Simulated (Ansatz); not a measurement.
# C₂H₉BO: vertical ionisation energy

An exercise on one series of results from a longer session: the logs are not shown, and one member is left open.

Computed with Ansatz 0.2.0, Gaussian basis. Level: unrestricted cation, the program's frozen cores in correlated methods.

Plan: UKS PBE-D4/def2-TZVPP; UKS r2SCAN-D4/def2-TZVPP; UKS PBE0-D4/def2-TZVPP; UKS B3LYP-D4/def2-TZVPP; UKS wB97X-V/def2-TZVPP; UKS wB97M-V/def2-TZVPP; UKS B2PLYP/def2-TZVPP; UHF-CCSD(T)/def2-TZVPP; UHF-MP2/def2-QZVPP; extrapolation to the limit; then −ε(HOMO) from the neutral's earlier runs with LDA (SPW92), PBE-D4, revPBE-D4, BLYP-D4, r2SCAN-D4, B97M-V, PBE0-D4, B3LYP-D4, r2SCANh-D4, r2SCAN0-D4, HSE06-D4, BHLYP-D4, CAM-B3LYP-D4, LC-ωPBE, ωB97X-V, ωB97M-V.

### Structure used throughout

An earlier PBE0-D4 in a triple-zeta def2 set relaxation fixed the geometry.

SMILES `C[BH-](C)[OH2+]`, 13 atoms, charge 0, spin multiplicity 1.

Atoms are counted from 1 here; the program's logs count them from 0.

Bond lengths: C1–B2 1.592 Å, C1–H5 1.094 Å, C1–H6 1.099 Å, C1–H7 1.096 Å, B2–C3 1.598 Å, B2–O4 1.760 Å, B2–H8 1.212 Å, C3–H9 1.096 Å, C3–H10 1.097 Å, C3–H11 1.098 Å, O4–H12 0.965 Å, O4–H13 0.964 Å. Angles: B2–C1–H5 113.5°, B2–C1–H6 113.5°, B2–C1–H7 109.0°, H5–C1–H6 108.0°, H5–C1–H7 106.6°, H6–C1–H7 105.8°, C1–B2–C3 117.3°, C1–B2–O4 102.3°, C1–B2–H8 115.9°, C3–B2–O4 103.9°, C3–B2–H8 115.0°, O4–B2–H8 98.4°, B2–C3–H9 108.8°, B2–C3–H10 114.3°, B2–C3–H11 113.6°, H9–C3–H10 105.7°, H9–C3–H11 106.0°, H10–C3–H11 107.8° and more.

As a file:

```xyz
13
charge 0, multiplicity 1
C    -0.90960    0.75621   -0.96959
B    -0.06767   -0.42110   -0.30779
C     1.41359   -0.07610    0.18351
O    -0.94943   -0.71991    1.18549
H    -1.95794    0.49724   -1.14476
H    -0.88318    1.69115   -0.39310
H    -0.47878    0.99584   -1.94795
H    -0.19879   -1.51542   -0.81278
H     2.05126    0.07516   -0.69475
H     1.89363   -0.87301    0.76484
H     1.47829    0.85184    0.76771
H    -0.91449    0.09114    1.70778
H    -0.45648   -1.38784    1.67629
```

Set-up of the first run:

File in.yaml:

```yaml
crystal:
  periodic: [false, false, false]
  atoms:
    - {symbol: C, position_ang: [-0.909604, 0.756211, -0.969591]}
    - {symbol: B, position_ang: [-0.067674, -0.421102, -0.307791]}
    - {symbol: C, position_ang: [1.413594, -0.076096, 0.183509]}
    - {symbol: O, position_ang: [-0.949433, -0.719913, 1.185489]}
    - {symbol: H, position_ang: [-1.957939, 0.497244, -1.144761]}
    - {symbol: H, position_ang: [-0.883176, 1.691151, -0.393098]}
    - {symbol: H, position_ang: [-0.478784, 0.995843, -1.947945]}
    - {symbol: H, position_ang: [-0.198789, -1.515423, -0.812785]}
    - {symbol: H, position_ang: [2.051261, 0.075163, -0.694746]}
    - {symbol: H, position_ang: [1.893634, -0.873009, 0.764835]}
    - {symbol: H, position_ang: [1.478286, 0.851838, 0.767714]}
    - {symbol: H, position_ang: [-0.914494, 0.091136, 1.707778]}
    - {symbol: H, position_ang: [-0.456482, -1.387845, 1.676292]}
basis:
  gaussian: {orbitals: def2-TZVPP}
total_charge: 1
magnetization: {spin_polarized: true, initial_magnetization: 1}
hamiltonian: {xc: pbe, dispersion: d4}
```

The run is started by

```
$ ansatz run in.yaml --threads 2 --pin off --events-out ev --progress --plain --max-ram 32768MiB --backend cpu
```

Steps of the session up to this table: Cation, UKS PBE-D4/def2-TZVPP; Cation, UKS r2SCAN-D4/def2-TZVPP; Cation, UKS PBE0-D4/def2-TZVPP; Cation, UKS B3LYP-D4/def2-TZVPP; Cation, UKS wB97X-V/def2-TZVPP; Cation, UKS wB97M-V/def2-TZVPP; Cation, UKS B2PLYP (frozen core)/def2-TZVPP; Cation, UHF-CCSD(T)/def2-TZVPP; Cation, UHF-MP2/def2-QZVPP.

One table of the session follows, with a row left open; its other results are not shown here.

It belongs to the step «Ionisation energies side by side». For comparison, −ε(HOMO) of the neutral from earlier runs:

| functional | −ε(HOMO) (eV) |
| --- | --- |
| LDA (SPW92) | 6.42 |
| PBE-D4 | 6.38 |
| revPBE-D4 | 6.35 |
| BLYP-D4 | 6.34 |
| r2SCAN-D4 | 6.67 |
| B97M-V | 6.76 |
| PBE0-D4 | 7.74 |
| B3LYP-D4 | 7.58 |
| r2SCANh-D4 | 7.17 |
| r2SCAN0-D4 | 7.93 |
| HSE06-D4 | 7.33 |
| BHLYP-D4 | 9.10 |
| CAM-B3LYP-D4 | 9.21 |
| LC-ωPBE | 10.54 |
| ωB97X-V | ? |
| ωB97M-V | 10.07 |

Q: Estimate the row for ωB97X-V from the others.

As computed: −ε(HOMO) (eV): 10.22. In the column «−ε(HOMO) (eV)» it lies between ωB97M-V (10.07) and LC-ωPBE (10.54).
